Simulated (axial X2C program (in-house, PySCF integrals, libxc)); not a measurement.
# GaNC⁻: bond lengths and stretches, held linear

Aim: the two bond lengths and stretching wavenumbers of linear GaNC⁻, with and without spin–orbit coupling, at PBE0, HF, B3LYP, MP2.

Method: all-electron X2C, two-component (2c) or spin-free, Ga dyall-v3z, N dyall-av3z, C dyall-v3z; program: an in-house X2C program for linear molecules on PySCF integrals.

All values are calculated.

2 further runs of the same task are left out: 2 set aside as unsound or not needed.

## Step 1: Set-up

task.json

```json
{
 "zs": [
  31,
  7,
  6
 ],
 "q": -1,
 "bas": [
  "dyall-v3z",
  "dyall-av3z",
  "dyall-v3z"
 ],
 "r0": [
  1.9,
  1.17
 ],
 "symm": 0,
 "scan": [
  "PBE0",
  "HF",
  "B3LYP"
 ],
 "levels": [
  "PBE0",
  "HF",
  "B3LYP"
 ],
 "nst": 2
}
```

Keys: zs atomic numbers; q charge; bas basis sets; r0 starting distance in Å; symm equal bonds; scan levels of the two-bond scan (MP2 follows by itself at each HF point); levels methods; nst determinants followed.

The run is started by

```
$ python solin.py task.json out
```

Masses Ga 68.926, N 14.003, C 12.000 u.

## Step 2: Scan at PBE0, 2c

State: Ω = 1/2 (beyond evenly filled blocks: ω = 1/2). Energies above the lowest point, from the job's result record:

| r(Ga–N) (Å) | r(N–C) (Å) | E (meV) |
| --- | --- | --- |
| 2.0173 | 1.1427 | 57.14 |
| 2.0173 | 1.1720 | 9.53 |
| 2.0173 | 1.2013 | 53.31 |
| 2.0690 | 1.1427 | 45.95 |
| 2.0690 | 1.1720 | 0.00 |
| 2.0690 | 1.2013 | 45.77 |
| 2.0690 | 1.2306 | 166.77 |
| 2.1207 | 1.1427 | 50.56 |
| 2.1207 | 1.1720 | 5.88 |
| 2.1207 | 1.2013 | 53.20 |
| 2.1724 | 1.1720 | 23.53 |
| 2.1724 | 1.2306 | 196.28 |

A quadratic surface with cubic terms in each bond gives the minimum at 2.073 and 1.171 Å, force constants 0.903, 17.2 and coupling 0.16 mdyn/Å.

## Step 3: Scan at HF, 2c

State: Ω = 1/2 (beyond evenly filled blocks: ω = 1/2). Energies above the lowest point, from the job's result record:

| r(Ga–N) (Å) | r(N–C) (Å) | E (meV) |
| --- | --- | --- |
| 2.0173 | 1.1427 | 20.16 |
| 2.0173 | 1.1720 | 43.50 |
| 2.0173 | 1.2013 | 161.46 |
| 2.0690 | 1.1427 | 1.80 |
| 2.0690 | 1.1720 | 25.99 |
| 2.0690 | 1.2013 | 145.12 |
| 2.0690 | 1.2306 | 341.62 |
| 2.1207 | 1.1427 | 0.00 |
| 2.1207 | 1.1720 | 24.76 |
| 2.1207 | 1.2013 | 144.72 |
| 2.1724 | 1.1720 | 35.66 |
| 2.1724 | 1.2306 | 354.93 |

A quadratic surface with cubic terms in each bond gives the minimum at 2.101 and 1.150 Å, force constants 0.817, 20.1 and coupling 0.09 mdyn/Å.

## Step 4: Scan at B3LYP, 2c

State: Ω = 1/2 (beyond evenly filled blocks: ω = 1/2). Energies above the lowest point, from the job's result record:

| r(Ga–N) (Å) | r(N–C) (Å) | E (meV) |
| --- | --- | --- |
| 2.0173 | 1.1427 | 73.53 |
| 2.0173 | 1.1720 | 24.53 |
| 2.0173 | 1.2013 | 65.22 |
| 2.0690 | 1.1427 | 51.48 |
| 2.0690 | 1.1720 | 4.28 |
| 2.0690 | 1.2013 | 47.13 |
| 2.0690 | 1.2306 | 163.60 |
| 2.1207 | 1.1427 | 45.81 |
| 2.1207 | 1.1720 | 0.00 |
| 2.1207 | 1.2013 | 44.53 |
| 2.1724 | 1.1720 | 8.03 |
| 2.1724 | 1.2306 | 173.87 |

A quadratic surface with cubic terms in each bond gives the minimum at 2.111 and 1.171 Å, force constants 0.768, 16.9 and coupling 0.18 mdyn/Å.

## Step 5: Comparison

| level | r(Ga–N) (Å) | r(N–C) (Å) | lower stretch (cm⁻¹) | upper stretch (cm⁻¹) |
| --- | --- | --- | --- | --- |
| PBE0, 2c | 2.073 | 1.171 | 284.3 | 2127.4 |
| HF, 2c | 2.101 | 1.150 | 270.3 | 2303.3 |
| B3LYP, 2c | 2.111 | 1.171 | 262.4 | 2103.7 |
| MP2, 2c | 2.102 | 1.186 | 272.8 | 2131.3 |
| PBE0, spin-free | 2.072 | 1.171 | 285.4 | 2127.0 |
| HF, spin-free | 2.099 | 1.150 | 271.7 | 2303.2 |
| B3LYP, spin-free | 2.109 | 1.171 | 263.8 | 2103.2 |
| MP2, spin-free | 2.100 | 1.186 | 273.9 | 2130.7 |

Scans not shown above were run alike.

In words: Over the levels the Ga–N bond spans 2.072 to 2.111 Å and the N–C bond 1.150 to 1.186 Å. At PBE0 going from spin-free to two-component moves the bonds by +0.001 and -0.000 Å. Each state is one determinant, the lowest of a limited PBE0 search; the stretches come from a fit to few points and are good to some per cent at best. MP2 freezes inner shells (threshold -2 hartree). For an anion the highest level of a functional can be positive, and the basis then holds the extra electron. The molecule was held linear; bending was not examined, so a bent shape may lie lower. Note: functional without a current term on a determinant with orbital currents, of the molecule or an atom.
